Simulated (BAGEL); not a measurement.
# One shape, several levels: singlet C2H5OSi+

We compute a comparison of 6 runs (HF/6-31G*, HF/def2-SVP, B3LYP/6-31G*, B3LYP/def2-SVP, PBE0/def2-SVP, RI-MP2/def2-SVP) of singlet C2H5OSi+. 

The calculation is run with BAGEL 1.2.2.

1 further run of the same task is left out (set aside as unsound or not needed). Runs told in other sessions of the task aren't counted.

## 1. The structure to begin with

C2H5OSi+ has 9 atoms, charge +1, and is taken as a singlet. SMILES of the parent species: `CC(=O)[SiH2]`. The shape is that of a GFN2-xTB optimisation. This is one conformer, not always the lowest. That shape belongs to the parent species and isn't relaxed for this state.

Bond lengths: C1–C2 1.514 Å, C2–O3 1.231 Å, C2–Si4 1.855 Å, C1–H5 1.088 Å, C1–H6 1.088 Å, C1–H7 1.090 Å, Si4–H8 1.446 Å, Si4–H9 1.452 Å. Some angles: C1–C2–O3 121.9°, C1–C2–Si4 118.9°, O3–C2–Si4 119.1°, C2–C1–H5 109.8°, C2–C1–H6 111.1°, C2–C1–H7 109.1°, C2–Si4–H8 119.3°, C2–Si4–H9 120.9°, H5–C1–H6 110.1°, H5–C1–H7 108.4°.

## 2. A single-point energy at HF/6-31G(d) (density fitting with qzvpp-jkfit, spherical functions) (run 1)

File input.json:

```json
{ "bagel" : [

{
  "title" : "molecule",
  "basis" : "6-31gs.json",
  "df_basis" : "qzvpp-jkfit",
  "angstrom" : true,
  "geometry" : [
    { "atom" : "C", "xyz" : [    0.264190,    1.116850,   -0.605690 ] },
    { "atom" : "C", "xyz" : [    0.468470,   -0.353170,   -0.307400 ] },
    { "atom" : "O", "xyz" : [    1.314870,   -1.025350,   -0.895990 ] },
    { "atom" : "Si", "xyz" : [   -0.607490,   -1.169030,    0.964310 ] },
    { "atom" : "H", "xyz" : [    1.141240,    1.515700,   -1.110480 ] },
    { "atom" : "H", "xyz" : [    0.071200,    1.677800,    0.305860 ] },
    { "atom" : "H", "xyz" : [   -0.594800,    1.229830,   -1.266360 ] },
    { "atom" : "H", "xyz" : [   -0.450200,   -2.583040,    1.222310 ] },
    { "atom" : "H", "xyz" : [   -1.607480,   -0.409600,    1.693440 ] }
  ]
},
{ "title" : "hf", "charge" : 1 },
{ "title" : "print", "file" : "orbitals.molden", "orbitals" : true }

]}
```

The basis set 6-31G* is read from a file made from the Basis Set Exchange's data (not shown).

On the command line:

```bash
$ BAGEL_NUM_THREADS=1 BAGEL input.json > input.out
```

The program printed:

```text
* using 1 threads per process

  ===============================================================
  ===============================================================

  *** Geometry ***

  { "atom" : "C", "xyz" : [      0.499247,      2.110541,     -1.144588 ] },
  { "atom" : "C", "xyz" : [      0.885280,     -0.667395,     -0.580902 ] },
  { "atom" : "O", "xyz" : [      2.484744,     -1.937631,     -1.693176 ] },
  { "atom" : "Si", "xyz" : [     -1.147990,     -2.209147,      1.822282 ] },
  { "atom" : "H", "xyz" : [      2.156631,      2.864258,     -2.098503 ] },
  { "atom" : "H", "xyz" : [      0.134549,      3.170582,      0.577992 ] },
  { "atom" : "H", "xyz" : [     -1.124009,      2.324042,     -2.393074 ] },
  { "atom" : "H", "xyz" : [     -0.850755,     -4.881238,      2.309831 ] },
  { "atom" : "H", "xyz" : [     -3.037697,     -0.774032,      3.200138 ] },

  Number of auxiliary basis functions:      445

  Since a DF basis is specified, we compute 2- and 3-index integrals:
    o Being stored without compression. Storage requirement is 0.017 GB

  Number of basis functions:       70
  Number of electrons      :       39

    * METHOD: MOLECULE                             0.19

  *** RHF ***

  === Nuclear Repulsion ===
   147.8856221928

      * DIIS with orbital gradients will be used.

  === RHF iteration (6-31gs.json) ===
      0       -441.81049438          0.02505049           0.04
      1       -441.90283217          0.02400482           0.04
      2       -442.07755210          0.00265914           0.04
      3       -442.08204275          0.00096540           0.04
      4       -442.08272628          0.00038139           0.04
      5       -442.08292998          0.00015849           0.04
      6       -442.08296150          0.00003619           0.04
      7       -442.08296280          0.00000958           0.04
      8       -442.08296286          0.00000305           0.04
      9       -442.08296287          0.00000077           0.04
     10       -442.08296287          0.00000036           0.04
     11       -442.08296287          0.00000022           0.04
     12       -442.08296287          0.00000014           0.04
     13       -442.08296287          0.00000006           0.04
     14       -442.08296287          0.00000003           0.04
     15       -442.08296287          0.00000001           0.04
    * SCF iteration converged.

    * Permanent dipole moment:
           (    1.724789,     0.251935,    -1.684697) a.u.

    * METHOD: HF                                   0.78

    * METHOD: PRINT                                0.01

  ===============================================================
```

It took 1.1 s on 1 thread of Arm Neoverse V1, shared host; peak memory 0.094 GiB.

## 3. A single-point energy at HF/def2-SVP (density fitting with qzvpp-jkfit) (run 2)

File calc.json:

```json
{ "bagel": [

{
  "title": "molecule",
  "basis": "svp",
  "df_basis": "qzvpp-jkfit",
  "angstrom": true,
  "geometry": [
    { "atom": "C", "xyz": [    0.264190,    1.116850,   -0.605690 ] },
    { "atom": "C", "xyz": [    0.468470,   -0.353170,   -0.307400 ] },
    { "atom": "O", "xyz": [    1.314870,   -1.025350,   -0.895990 ] },
    { "atom": "Si", "xyz": [   -0.607490,   -1.169030,    0.964310 ] },
    { "atom": "H", "xyz": [    1.141240,    1.515700,   -1.110480 ] },
    { "atom": "H", "xyz": [    0.071200,    1.677800,    0.305860 ] },
    { "atom": "H", "xyz": [   -0.594800,    1.229830,   -1.266360 ] },
    { "atom": "H", "xyz": [   -0.450200,   -2.583040,    1.222310 ] },
    { "atom": "H", "xyz": [   -1.607480,   -0.409600,    1.693440 ] }
  ]
},
{ "title": "hf", "charge": 1 },
{ "title": "print", "file": "orbitals.molden", "orbitals": true }

]}
```

On the command line:

```bash
$ BAGEL_NUM_THREADS=1 BAGEL calc.json > calc.out
```

The program printed:

```text
* using 1 threads per process

  ===============================================================
  ===============================================================

  *** Geometry ***

  { "atom" : "C", "xyz" : [      0.499247,      2.110541,     -1.144588 ] },
  { "atom" : "C", "xyz" : [      0.885280,     -0.667395,     -0.580902 ] },
  { "atom" : "O", "xyz" : [      2.484744,     -1.937631,     -1.693176 ] },
  { "atom" : "Si", "xyz" : [     -1.147990,     -2.209147,      1.822282 ] },
  { "atom" : "H", "xyz" : [      2.156631,      2.864258,     -2.098503 ] },
  { "atom" : "H", "xyz" : [      0.134549,      3.170582,      0.577992 ] },
  { "atom" : "H", "xyz" : [     -1.124009,      2.324042,     -2.393074 ] },
  { "atom" : "H", "xyz" : [     -0.850755,     -4.881238,      2.309831 ] },
  { "atom" : "H", "xyz" : [     -3.037697,     -0.774032,      3.200138 ] },

  Number of auxiliary basis functions:      445

  Since a DF basis is specified, we compute 2- and 3-index integrals:
    o Being stored without compression. Storage requirement is 0.026 GB

  Number of basis functions:       85
  Number of electrons      :       39

    * METHOD: MOLECULE                             0.20

  *** RHF ***

  === Nuclear Repulsion ===
   147.8856221928

      * DIIS with orbital gradients will be used.

  === RHF iteration (svp) ===
      0       -441.63332909          0.01994002           0.05
      1       -441.74855066          0.01718536           0.05
      2       -441.88515561          0.00265537           0.05
      3       -441.89033028          0.00097059           0.05
      4       -441.89121850          0.00031520           0.05
      5       -441.89142757          0.00013022           0.05
      6       -441.89146341          0.00002848           0.05
      7       -441.89146469          0.00000583           0.05
      8       -441.89146473          0.00000227           0.05
      9       -441.89146473          0.00000092           0.05
     10       -441.89146474          0.00000032           0.05
     11       -441.89146474          0.00000020           0.05
     12       -441.89146474          0.00000013           0.05
     13       -441.89146474          0.00000005           0.05
     14       -441.89146474          0.00000001           0.05
     15       -441.89146474          0.00000001           0.05
    * SCF iteration converged.

    * Permanent dipole moment:
           (    1.754211,     0.257177,    -1.712239) a.u.

    * METHOD: HF                                   0.96

    * METHOD: PRINT                                0.02

  ===============================================================
```

Run time: 1.3 s. Hardware: 1 thread of Arm Neoverse V1, shared host; peak memory 0.11 GiB.

Runs 3 to 5 aren't shown in full; the table further down has their settings and results.

## 4. A single-point energy at RI-MP2/def2-SVP (density fitting with qzvpp-jkfit) (run 6)

calc.json: that of step 3 with these lines changed.

```diff
@@ -19,4 +19,11 @@
 },
-{ "title": "hf", "charge": 1 },
-{ "title": "print", "file": "orbitals.molden", "orbitals": true }
+{
+  "title": "hf",
+  "charge": 1
+},
+{
+  "title": "mp2",
+  "charge": 1,
+  "ncore": 8
+}
```

On the command line:

```bash
$ BAGEL_NUM_THREADS=1 BAGEL calc.json > calc.out
```

The program printed:

```text
* using 1 threads per process

  ===============================================================
  ===============================================================

  *** Geometry ***

  { "atom" : "C", "xyz" : [      0.499247,      2.110541,     -1.144588 ] },
  { "atom" : "C", "xyz" : [      0.885280,     -0.667395,     -0.580902 ] },
  { "atom" : "O", "xyz" : [      2.484744,     -1.937631,     -1.693176 ] },
[... 5 lines of this table left out ...]
  { "atom" : "H", "xyz" : [     -3.037697,     -0.774032,      3.200138 ] },

  Number of auxiliary basis functions:      445

  Since a DF basis is specified, we compute 2- and 3-index integrals:
    o Being stored without compression. Storage requirement is 0.026 GB

  Number of basis functions:       85
  Number of electrons      :       39

    * METHOD: MOLECULE                             0.20

  *** RHF ***

  === Nuclear Repulsion ===
   147.8856221928

      * DIIS with orbital gradients will be used.

  === RHF iteration (svp) ===
      0       -441.63332909          0.01994002           0.05
      1       -441.74855066          0.01718536           0.05
      2       -441.88515561          0.00265537           0.05
[... 12 lines of this table left out ...]
     15       -441.89146474          0.00000001           0.05
    * SCF iteration converged.

    * Permanent dipole moment:
           (    1.754211,     0.257177,    -1.712239) a.u.

    * METHOD: HF                                   0.96

  *** RHF ***

  === Nuclear Repulsion ===
   147.8856221928

      * DIIS with orbital gradients will be used.

  === RHF iteration (svp) ===
      0       -441.89146474          0.00000001           0.05
    * SCF iteration converged.

    * Permanent dipole moment:
           (    1.754211,     0.257177,    -1.712240) a.u.

  === DF-MP2 calculation ===

    * freezing 8 orbitals
    * 3-index integral transformation done
    * assembly done

      MP2 correlation energy:   -0.5316336332      0.03

      MP2 total energy:       -442.4230983691

    * METHOD: MP2                                  0.15

  ===============================================================
```

Wall time 1.4 s (1 thread of Arm Neoverse V1, shared host); peak memory 0.11 GiB.

## 5. All runs side by side

| run | level | frozen core orbitals | energy (Eh) | HOMO energy (eV) | LUMO energy (eV) | HOMO–LUMO gap (eV) | wall time |
| --- | --- | --- | --- | --- | --- | --- | --- |
| 1 | HF/6-31G* (density fitting with qzvpp-jkfit, spherical functions) | – | -442.082963 | -16.80 | -6.68 | 10.11 | 1.1 s |
| 2 | HF/def2-SVP (density fitting with qzvpp-jkfit) | – | -441.891465 | -16.91 | -6.74 | 10.17 | 1.3 s |
| 3 | B3LYP/6-31G* (density fitting with qzvpp-jkfit, spherical functions) | – | -443.570327 | -12.69 | -10.32 | 2.36 | 9.6 s |
| 4 | B3LYP/def2-SVP (density fitting with qzvpp-jkfit) | – | -443.384578 | -12.78 | -10.38 | 2.40 | 8.7 s |
| 5 | PBE0/def2-SVP (density fitting with qzvpp-jkfit) | – | -443.061402 | -13.04 | -10.17 | 2.87 | 7.8 s |
| 6 | RI-MP2/def2-SVP (density fitting with qzvpp-jkfit) | 8 | -442.423098 | – | – | – | 1.4 s |

## 6. What came out

| quantity | value |
| --- | --- |
| run 6: total energy | -442.42310 Eh |
| run 6: correlation energy (8 core orbitals frozen) | -531.6 mEh |

What this shows: Over runs 1, 2, 3, 4, 5 the HOMO–LUMO gap runs from 2.36 eV (B3LYP/6-31G*) to 10.17 eV (HF/def2-SVP). The two ends differ in method and basis. Totals of different functionals can't be ranked against each other. All runs together took 30 s, the longest 9.6 s.
